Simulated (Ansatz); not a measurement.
# LiBiSe2 (I-III-VI2 or I-V-VI2 ordering on rocksalt lattice): optical response by level

How does LiBiSe2 (I-III-VI2 or I-V-VI2 ordering on rocksalt lattice) absorb light if electrons and holes don't interact? Plan: HSE06 for the gap; optics with PBE on 6×6×6; optics with r2SCAN on 6×6×6; optics with PBE and scissors to the HSE06 gap on 6×6×6; optics with PBE with spin-orbit coupling on 4×4×4.

Method: plane waves, PAW; no local fields, no excitons, in Ansatz 0.2.0.

### 1 The system as given

The structure is trigonal, space group R-3m (No. 166). Conventional cell: a = 4.120 Å, b = 4.120 Å, c = 19.840 Å, α = 90.00°, β = 90.00°, γ = 120.00°. Li (site symmetry -3m) has 6 Se at 2.85 Å as nearest neighbours. Bi (site symmetry -3m) is surrounded by 6 Se at 2.95 Å. Se (site symmetry 3m) has 3 Li at 2.85 Å and 3 Bi at 2.95 Å as nearest neighbours.

Coordinates:

```cif
data_structure
_symmetry_space_group_name_H-M 'R-3m:H'
_symmetry_Int_Tables_number 166
_cell_length_a 4.1198
_cell_length_b 4.1198
_cell_length_c 19.8402
_cell_angle_alpha 90.000
_cell_angle_beta 90.000
_cell_angle_gamma 120.000
_cell_volume 291.63
loop_
_atom_site_label
_atom_site_type_symbol
_atom_site_symmetry_multiplicity
_atom_site_Wyckoff_symbol
_atom_site_fract_x
_atom_site_fract_y
_atom_site_fract_z
_atom_site_occupancy
Li1 Li 3 a 0.00000 0.00000 0.00000 1
Bi1 Bi 3 b 0.66667 0.33333 0.83333 1
Se1 Se 6 c 0.33333 0.66667 0.92100 1
```

Cell and atoms come from an earlier r2SCAN relaxation. Spin-orbit coupling, which matters for Bi, is in the runs so named alone.

### 2 A hybrid for the gap

input.yaml

```yaml
crystal:
  lattice:
    - [2.0599089233, 1.1892889714, 6.6134011388]
    - [-2.0599089233, 1.1892889714, 6.6134011388]
    - [0.0, -2.3785779428, 6.6134011388]
  atoms:
    - { symbol: Li, position: [1.0, 0.0, 0.0] }
    - { symbol: Bi, position: [0.5, 0.5, 0.5] }
    - { symbol: Se, position: [0.2543314319, 0.2543314319, 0.2543314319] }
    - { symbol: Se, position: [0.7456685681, 0.7456685681, 0.7456685681] }
kpoints:
  mp_grid: { grid: [4, 4, 4] }
  band_path:
    path:
      - [0.0, 0.0, 0.0]
      - [0.5, 0.5, 0.5]
      - [0.8117740762, 0.1882259238, 0.5]
      - [0.5, -0.1882259238, 0.1882259238]
      - [0.5, 0.0, 0.0]
      - [0.3441129619, -0.3441129619, 0.0]
      - [0.6558870381, 0.0, 0.3441129619]
      - [0.5, 0.0, 0.5]
      - [0.473958, -0.489583, -0.473958]
    npoints: 1
hamiltonian:
  xc: hse06
scf:
  occupations: { method: fixed }
  n_extra_bands: 5
output:
  forces: true
  stress: true
  eigenvalues: true
```

Run with:

```bash
> ansatz run input.yaml --threads 4 --pin off --max-ram 3686MiB --backend cpu --events-out ev --progress --plain --runs-dir out
```

Further steps of the session: Optics, PBE; Optics, r2SCAN; Optics, PBE with a scissors shift; Optics, PBE with spin-orbit coupling.

Q: Predict the results of all the runs planned. Wanted: ε∞, PBE; ε∞, r2SCAN; ε∞, PBE with spin-orbit coupling; tallest peak of ε₂, PBE; tallest peak of ε₂, r2SCAN; tallest peak of ε₂, PBE with spin-orbit coupling; HSE06 direct gap.

**Answer**, as computed:

| quantity | value |
| --- | --- |
| ε∞, PBE | 14.52 (xx, yy), 13.48 (zz) |
| ε∞, r2SCAN | 12.21 (xx, yy), 11.34 (zz) |
| ε∞, PBE + 0.52 eV scissors | 12.66 (xx, yy), 11.83 (zz) |
| ε∞, PBE with spin-orbit coupling | 17.74 (xx, yy), 15.55 (zz) |
| tallest peak of ε₂, PBE | 39.0 at 3.05 eV |
| tallest peak of ε₂, r2SCAN | 35.1 at 3.35 eV |
| tallest peak of ε₂, PBE + 0.52 eV scissors | 39.1 at 3.55 eV |
| tallest peak of ε₂, PBE with spin-orbit coupling | 25.3 at 2.35 eV (complete to 11.6 eV) |
| HSE06 direct gap | 1.57 eV |

**Reading.** PBE + 0.52 eV scissors has the widest direct gap (1.57 eV) and PBE with spin-orbit coupling the narrowest (0.47 eV); ε∞ is 12.38 and 17.01 (mean of the axes). Spin-orbit coupling moves the direct gap by -0.57 eV; ε∞ doesn't compare between these two runs, as the bands summed differ. With a direct gap of only 0.47 eV, ε∞ hangs on the few k points next to it, so this mesh fixes it only roughly. The meshes differ between the runs, and peak heights and places move with the mesh, so part of any difference isn't the level's. The response is anisotropic: with PBE ε∞ is 14.52 (xx, yy), 13.48 (zz). Local fields and excitons are left out: both change ε∞, and without excitons the onset lacks its lines.
